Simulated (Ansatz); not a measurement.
**AsH (triplet): wave-function methods side by side at distance As1–H2 = 1.531 Å, aug-cc-pVDZ**

How much of the correlation energy of AsH (triplet) does each wave-function method recover here?

Computed with Ansatz 0.2.0, Gaussian basis. Level: aug-cc-pVDZ, core rule «outside noble gas», up to 14 orbitals frozen.

Plan: UHF; CCSD(T) on ROHF; CCSD(T) on UHF; BCCD(T) on ROHF; CISD; CCSDT(Q) on ROHF; CCSDT(Q) on UHF; CASSCF and MRCISD+Q, 4 electrons in 4 orbitals; CASSCF and NEVPT2, 4 electrons in 4 orbitals; CASSCF and MRCISD+Q, 6 electrons in 5 orbitals; CASSCF and NEVPT2, 6 electrons in 5 orbitals; Full CI.

14 further runs of the same task are left out: 1 for a known fault of the program, 9 that didn't finish, 4 set aside as unsound or not needed.

## Step 1: The system

The geometry derives from a PBE0/def2-TZVP stationary point (not a proven minimum). One bond is set to the value named and the two fragments are kept rigid. No spin-orbit coupling is included. The filled d shell of As may be among the frozen orbitals whatever the setting's name suggests; the logs give the count.

2 atoms, charge 0, spin multiplicity 3.

Atoms are counted from 1 here; the program's logs count them from 0.

Bond lengths: As1–H2 1.531 Å.

## Step 2: UHF

Input file in.yaml:

```yaml
crystal:
  periodic: [false, false, false]
  atoms:
    - {symbol: As, position_ang: [0.000000, 0.000000, 0.000000]}
    - {symbol: H, position_ang: [0.000000, 0.000000, 1.531400]}
basis:
  gaussian: {orbitals: aug-cc-pVDZ}
magnetization: {spin_polarized: true, initial_magnetization: 2}
hamiltonian: {xc: hf}
output: {orbitals: {seedname: orbitals}}
```

On the command line:

```
> ansatz run in.yaml --threads 1 --pin off --events-out ev --progress --plain --max-ram 2393MiB
```

After this run come: CCSD(T) on ROHF; CCSD(T) on UHF; BCCD(T) on ROHF; CISD; CCSDT(Q) on ROHF; CCSDT(Q) on UHF; CASSCF and MRCISD+Q, 4 electrons in 4 orbitals; CASSCF and NEVPT2, 4 electrons in 4 orbitals; CASSCF and MRCISD+Q, 6 electrons in 5 orbitals; CASSCF and NEVPT2, 6 electrons in 5 orbitals; Full CI.

Q: Predict the results of all the runs planned. Wanted: FCI below the RHF energy; RMP2 from FCI; UMP2 from FCI; RCCSD from FCI; RCCSD(T) from FCI; UCCSD(T) from FCI; RCCSDT(Q) from FCI; UCCSDT(Q) from FCI; NEVPT2 pair from FCI.

**Answer**, as computed:

| quantity | value |
| --- | --- |
| FCI below the RHF energy | -2.9137 eV |
| RMP2 from FCI | +14.54 kcal/mol |
| UMP2 from FCI | +14.75 kcal/mol |
| RCCSD from FCI | +1.86 kcal/mol |
| RCCSD(T) from FCI | +0.40 kcal/mol |
| UCCSD(T) from FCI | +0.20 kcal/mol |
| RCCSDT(Q) from FCI | 0.00 kcal/mol |
| UCCSDT(Q) from FCI | -0.19 kcal/mol |
| NEVPT2 pair from FCI | +13.22 kcal/mol |
| MRCISD+Q pair from FCI | -0.47 kcal/mol |
| NEVPT2 valence from FCI | +13.20 kcal/mol |
| levels within 1 kcal/mol (43 meV) | RCCSD(T), UCCSD(T), BCCD(T), RCCSDT, UCCSDT, RCCSDT(Q), UCCSDT(Q), MRCISD+Q pair, MRCISD+Q valence |
| T1 diagnostic | 0.020 |
| effectively unpaired electrons | 2.03 |

RCCSD(T) lands +0.40 kcal/mol from the yardstick (0.6 % of the correlation energy). UCCSDT, UCCSDT(Q), MRCISD+Q pair, MRCISD+Q valence fall below full CI: unrestricted runs freeze a spin-polarised core, another one than full CI's, and coupled cluster isn't variational. One determinant dominates. Of the multireference levels listed MRCISD+Q valence comes nearest in total energy (-0.41 kcal/mol), which doesn't show that its space is the better one. These misses are within one basis, not against nature; the frozen cores of restricted and unrestricted runs differ, which can shift their rows.
